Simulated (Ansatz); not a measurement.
# PtSeS4: the cost of one run

Computed with Ansatz 0.2.0 (DFT PBE, scalar-relativistic, plane waves, PAW, unless a step's input says otherwise).

### 1 The system as given

It takes space group I-42m (No. 121, tetragonal). The conventional cell has a = 5.790 Å, b = 5.790 Å, c = 7.412 Å, α = 90.00°, β = 90.00°, γ = 90.00°. Around Pt (site symmetry -42m) lie 8 S at 2.89 to 3.04 Å. Se (site symmetry -42m) is surrounded by 4 S at 1.70 Å. S (site symmetry m) has 1 Se at 1.70 Å in its first shell of neighbours.

As a file:

```
CELL_PARAMETERS angstrom
-2.89481 2.89481 3.70625
2.89481 -2.89481 3.70625
2.89481 2.89481 -3.70625
ATOMIC_POSITIONS crystal
Pt 0.50000 0.50000 0.00000
Se 0.00000 0.00000 0.00000
S 0.03450 0.03450 0.33664
S 0.96550 0.30215 0.00000
S 0.30215 0.96550 0.00000
S 0.69785 0.69785 0.66336
```

Recipe of the guess: species swapped into a database cell of NaClO4 (I-42m, No. 121), with Pt on the Na sites, Se on the Cl sites and S on the O sites. Its size is a rough estimate.

### 2 A first look at the guess

input.yaml reads:

```yaml
crystal:
  lattice:
    - [-2.89480714, 2.89480714, 3.70624639]
    - [2.89480714, -2.89480714, 3.70624639]
    - [2.89480714, 2.89480714, -3.70624639]
  atoms:
    - { symbol: Pt, position: [0.5, 0.5, 0.0] }
    - { symbol: Se, position: [0.0, 0.0, 0.0] }
    - { symbol: S, position: [0.03449681, 0.03449681, 0.33664262] }
    - { symbol: S, position: [0.96550319, 0.30214581, 0.0] }
    - { symbol: S, position: [0.30214581, 0.96550319, 0.0] }
    - { symbol: S, position: [0.69785419, 0.69785419, 0.66335738] }
basis:
  ecutwfc: 420
kpoints:
  mp_grid: { grid: [4, 4, 4] }
hamiltonian:
  xc: pbe
scf:
  occupations: { method: gaussian, width: 0.1 }
  lower_state_search: "off"
output:
  forces: true
  stress: true
  eigenvalues: true
```

Run with:

```sh
ansatz run input.yaml --threads 1 --pin off --max-ram 2560MiB --backend cpu --events-out ev --progress --plain --runs-dir out
```

What time and memory should one allow on 1 thread of Intel Xeon Platinum 8488C (Sapphire Rapids), shared host?

About 3.6 s, with a peak of 0.4 GiB.
